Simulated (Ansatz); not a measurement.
# SiO2: the cost of one run

Computed with Ansatz 0.2.0 (DFT LDA, scalar-relativistic, plane waves, PAW, unless a step's input says otherwise).

34 further runs of the same task are left out: 34 set aside as unsound or not needed. Runs told in other sessions of the task aren't counted.

### Step 1. The starting structure

It takes space group P4_2/mnm (No. 136, tetragonal). The conventional cell has a = 4.155 Å, b = 4.155 Å, c = 2.661 Å, α = 90.00°, β = 90.00°, γ = 90.00°. Around Si (site symmetry mmm) lie 6 O at 1.75 to 1.80 Å. O (site symmetry m2m) has 3 Si at 1.75 to 1.80 Å in its first shell of neighbours.

Coordinates:

```cif
data_structure
_symmetry_space_group_name_H-M 'P4_2/mnm'
_symmetry_Int_Tables_number 136
_cell_length_a 4.1552
_cell_length_b 4.1552
_cell_length_c 2.6613
_cell_angle_alpha 90.000
_cell_angle_beta 90.000
_cell_angle_gamma 90.000
_cell_volume 45.95
loop_
_atom_site_label
_atom_site_type_symbol
_atom_site_symmetry_multiplicity
_atom_site_Wyckoff_symbol
_atom_site_fract_x
_atom_site_fract_y
_atom_site_fract_z
_atom_site_occupancy
Si1 Si 2 a 0.50000 0.50000 0.50000 1
O1 O 4 f 0.69443 0.69443 0.00000 1
```

It goes back to an entry of the Materials Project, which need not be the stable form.

It is the result of an earlier relaxation at this level (volume 7.66 Å³/atom; gap on the mesh: 5.82 eV).

### Step 2. Plan of the line

The energy is mapped over a normal mode and a strain (zone-centre modes of the cell shown) (x along [1 0 0], y along [0 1 0], z along [0 0 1] of the conventional cell).

First coordinate, amplitude of mode 4 (219 cm⁻¹), largest displacement in the unstrained cell: 11 values from −0.283 Å. Second coordinate, normal strain along y: 7 values from −7.00 %.

Nothing else is relaxed (the pattern is fixed in fractional coordinates). Energies count from the relaxed high-symmetry cell. Points are written as (first, second).

The modes come from a phonon run on the reference cell, made beforehand.

Displacement patterns for an amplitude of 1 (Å):

| atom | x1 | y1 | z1 |
| --- | --- | --- | --- |
| Si1 | 0.000 | 0.000 | 0.000 |
| Si2 | 0.000 | 0.000 | 0.000 |
| O3 | 0.707 | -0.707 | 0.000 |
| O4 | 0.707 | 0.707 | 0.000 |
| O5 | -0.707 | 0.707 | 0.000 |
| O6 | -0.707 | -0.707 | 0.000 |

### Step 3. The run at (−0.170 Å, −7.00 %)

Contents of input.yaml:

```yaml
crystal:
  lattice:
    - [4.1551517022, 0.0, 0.0]
    - [0.0, 3.864291083, 0.0]
    - [0.0, 0.0, 2.6613102772]
  atoms:
    - { symbol: Si, position: [0.5, 0.5, 0.5] }
    - { symbol: Si, position: [0.0, 0.0, 0.0] }
    - { symbol: O, position: [0.6655294275, 0.7233211713, 0.0] }
    - { symbol: O, position: [0.1655294275, 0.7766788287, 0.5] }
    - { symbol: O, position: [0.3344705725, 0.2766788287, 0.0] }
    - { symbol: O, position: [0.8344705725, 0.2233211713, 0.5] }
basis:
  ecutwfc: 520.0
kpoints:
  mp_grid: { grid: [6, 6, 8] }
hamiltonian:
  xc: lda
  pseudopotentials: { kind: paw, azcp: { folder: soft_1 } }
scf:
  occupations: { method: gaussian, width: 0.05 }
output:
  forces: true
  stress: true
  eigenvalues: true
```

The run is started by

```console
ansatz run input.yaml --threads 2 --pin off --max-ram 4096MiB --backend cpu --events-out ev --progress --plain --runs-dir out
```

What time and memory should one allow on 2 threads of Arm Neoverse N1, shared host?

About 5.1 s, with a peak of 0.34 GiB.
